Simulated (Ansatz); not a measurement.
# H3OZn: the cost of one run

Program: Ansatz 0.2.0, Gaussian basis. Level of theory: single points in def2-TZVPP. These are calculated values, not measurements.

Cores are frozen in the correlated methods. The 3s and 3p shells of Cu and Zn are frozen; filled d shells are correlated.

### Step 1. The system as given

SMILES `[OH2+][ZnH]`, 5 atoms, charge 1, spin multiplicity 1.

Atoms are counted from 1 here; the program's logs count them from 0.

Bond lengths: O1–Zn2 1.874 Å, O1–H3 0.961 Å, O1–H4 0.962 Å, Zn2–H5 1.660 Å. Angles: Zn2–O1–H3 114.5°, Zn2–O1–H4 129.2°, H3–O1–H4 113.8°, O1–Zn2–H5 176.9°.

As a file:

```xyz
5

O    -0.34955   -0.70153    0.12758
Zn    0.49928    0.94471   -0.15858
H    -1.24679   -0.63477    0.46388
H    -0.13067   -1.56875   -0.22762
H     1.28313    2.39830   -0.32749
```

### Step 2. PBE-D4/def2-TZVPP

run/in.yaml reads:

```yaml
crystal:
  periodic: [false, false, false]
  atoms:
    - {symbol: O, position_ang: [-0.349546, -0.701527, 0.127581]}
    - {symbol: Zn, position_ang: [0.499279, 0.944707, -0.158581]}
    - {symbol: H, position_ang: [-1.246789, -0.634769, 0.463876]}
    - {symbol: H, position_ang: [-0.130665, -1.568753, -0.227624]}
    - {symbol: H, position_ang: [1.283127, 2.398299, -0.327489]}
basis:
  gaussian: {orbitals: def2-TZVPP}
total_charge: 1
hamiltonian: {xc: pbe, dispersion: d4}
output: {forces: true}
```

The run is started by

```sh
ansatz run in.yaml --threads 2 --pin off --events-out ev --progress --plain --max-ram 3481MiB
```

What time and memory should one allow on 2 threads of Arm Neoverse N1, shared host?

About 2.3 s, with a peak of 0.14 GiB.
